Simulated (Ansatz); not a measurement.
# BSiH3ClO (SMILES [SiH3]O[B]Cl): RPA@PBE/cc-pVDZ

What is the vertical ionisation energy of BSiH3ClO at RPA@PBE/cc-pVDZ? 

Program for the calculation: Ansatz 0.2.0.

128 further runs of the same task are left out: 128 set aside as unsound or not needed.

## (1) The system as given

BSiH3ClO has 7 atoms, charge 0, and is taken as a doublet. SMILES: `[SiH3]O[B]Cl`. The shape is that of a PBE0-D4/def2-TZVP optimisation. This is one conformer, not always the lowest.

Bond lengths: Si1–O2 1.667 Å, O2–B3 1.324 Å, B3–Cl4 1.747 Å, Si1–H5 1.480 Å, Si1–H6 1.482 Å, Si1–H7 1.480 Å. Angles: Si1–O2–B3 133.9°, O2–B3–Cl4 123.5°, O2–Si1–H5 107.1°, O2–Si1–H6 109.9°, O2–Si1–H7 107.2°, H5–Si1–H6 110.9°, H5–Si1–H7 110.6°, H6–Si1–H7 110.9°.

## (2) A single-point energy at RPA@PBE/cc-pVDZ

in.yaml

```yaml
crystal:
  periodic: [false, false, false]
  atoms:
    - symbol: Si
      position_ang: [-0.573000, 0.775400, 0.374800]
    - symbol: O
      position_ang: [0.044900, -0.648400, -0.233600]
    - symbol: B
      position_ang: [1.256200, -1.042100, -0.596600]
    - symbol: Cl
      position_ang: [1.605000, -2.636800, -1.219100]
    - symbol: H
      position_ang: [-1.201300, 0.456800, 1.676100]
    - symbol: H
      position_ang: [0.515600, 1.766600, 0.541200]
    - symbol: H
      position_ang: [-1.586300, 1.260400, -0.588400]
basis:
  gaussian:
    orbitals: cc-pVDZ
magnetization:
  spin_polarized: true
  initial_magnetization: 1
hamiltonian:
  xc: pbe
correlation:
  method: rpa
  frozen_orbitals: {B: 1, Cl: 5, H: 0, O: 1, Si: 5}
accuracy: high
```

Run with:

```
$ ansatz run in.yaml --threads 1 --pin off --max-ram 3480MiB --events-out events.jsonl --progress --plain --runs-dir runs
```

The program printed:

```text
Warning: RAYON_NUM_THREADS=1 ignored (pool sized by the plan → 1); use --threads N
Functional definition: PBE
  name "PBE"
  parameter kappa = 0.804
  parameter beta = 0.06672455060314922
  exchange = pbe_x(kappa = kappa, mu = beta*pi^2/3)
  correlation = pbe_c(beta = beta)
1786 factors; integrals over basis functions are off by at most 6.3e-9 eV
mean field evaluation 1: about -23156.2678 eV, gradient 3.5e1 eV
mean field evaluation 2: about -23156.2611 eV, gradient 3.5e1 eV
mean field evaluation 4: about -23160.4285 eV, gradient 9.2e0 eV
mean field evaluation 8: about -23160.8913 eV, gradient 3.6e-1 eV
mean field evaluation 16: about -23160.8913 eV, gradient 5.4e-5 eV
mean field -23160.89127489 eV, -851.1470553363 hartree, gradient 4.7e-8 eV, S^2 0.752564; 0 other end points of the search recorded, 0 dependent functions left out
12 core orbitals not correlated: weight in the atoms' cores, before any rotation towards them, 1.000 or more for the frozen orbitals, at most 0.000 for the correlated occupied ones
reference -23123.17872608 eV, -849.7611447301 hartree; 12, 11 occupied and 55, 56 virtual orbitals, 1786 factors
Total energy: -23144.84869259 eV, -850.5575013106 hartree
```

Wall time 11 s (1 thread of Arm Neoverse V2, shared host); peak memory 0.3 GiB.

## (3) The singlet cation

job.yaml

```yaml
crystal:
  periodic: [false, false, false]
  atoms:
    - symbol: Si
      position_ang: [-0.573000, 0.775400, 0.374800]
    - symbol: O
      position_ang: [0.044900, -0.648400, -0.233600]
    - symbol: B
      position_ang: [1.256200, -1.042100, -0.596600]
    - symbol: Cl
      position_ang: [1.605000, -2.636800, -1.219100]
    - symbol: H
      position_ang: [-1.201300, 0.456800, 1.676100]
    - symbol: H
      position_ang: [0.515600, 1.766600, 0.541200]
    - symbol: H
      position_ang: [-1.586300, 1.260400, -0.588400]
basis:
  gaussian:
    orbitals: cc-pVDZ
total_charge: 1
hamiltonian:
  xc: {name: PBE}
correlation:
  method: rpa
  frozen_orbitals: {B: 1, Cl: 5, H: 0, O: 1, Si: 5}
accuracy: high
```

Run with:

```
$ ansatz run job.yaml --threads 1 --pin off --max-ram 3480MiB --events-out events.jsonl --progress --plain --runs-dir runs
```

The program printed (excerpt; [...] marks lines left out):

```text
Warning: RAYON_NUM_THREADS=1 ignored (pool sized by the plan → 1); use --threads N
[... 2 set-up lines as earlier in the session ...]
[...]
1786 factors; integrals over basis functions are off by at most 6.3e-9 eV
[...]
mean field -23152.86127885 eV, -850.8519584245 hartree, gradient 2.8e-8 eV, S^2 0.000000; 2 other end points of the search recorded, 0 dependent functions left out
12 core orbitals not correlated: weight in the atoms' cores, before any rotation towards them, 1.000 or more for the frozen orbitals, at most 0.000 for the correlated occupied ones
reference -23114.78135436 eV, -849.4525470111 hartree; 11, 11 occupied and 56, 56 virtual orbitals, 1786 factors
Total energy: -23136.86901186 eV, -850.2642534527 hartree
```

Run time: 9.9 s. Hardware: 1 thread of Arm Neoverse V2, shared host; peak memory 0.29 GiB.

## (4) Outcome

At RPA@PBE/cc-pVDZ, 12 core orbitals frozen:

| quantity | value |
| --- | --- |
| doublet BSiH3ClO: total energy | -850.55750 Eh |
| doublet BSiH3ClO: RPA correlation energy (valence) | -796.4 mEh |
| doublet BSiH3ClO: ⟨S²⟩ of the reference determinant | 0.753 |
| singlet cation: total energy | -850.26425 Eh |
| singlet cation: RPA correlation energy (valence) | -811.7 mEh |
| vertical ionisation energy (to the singlet cation) | 7.980 eV |

Removing an electron at fixed nuclei costs 7.98 eV (770 kJ/mol). Only the singlet of the ionised species was computed; a triplet could lie lower.
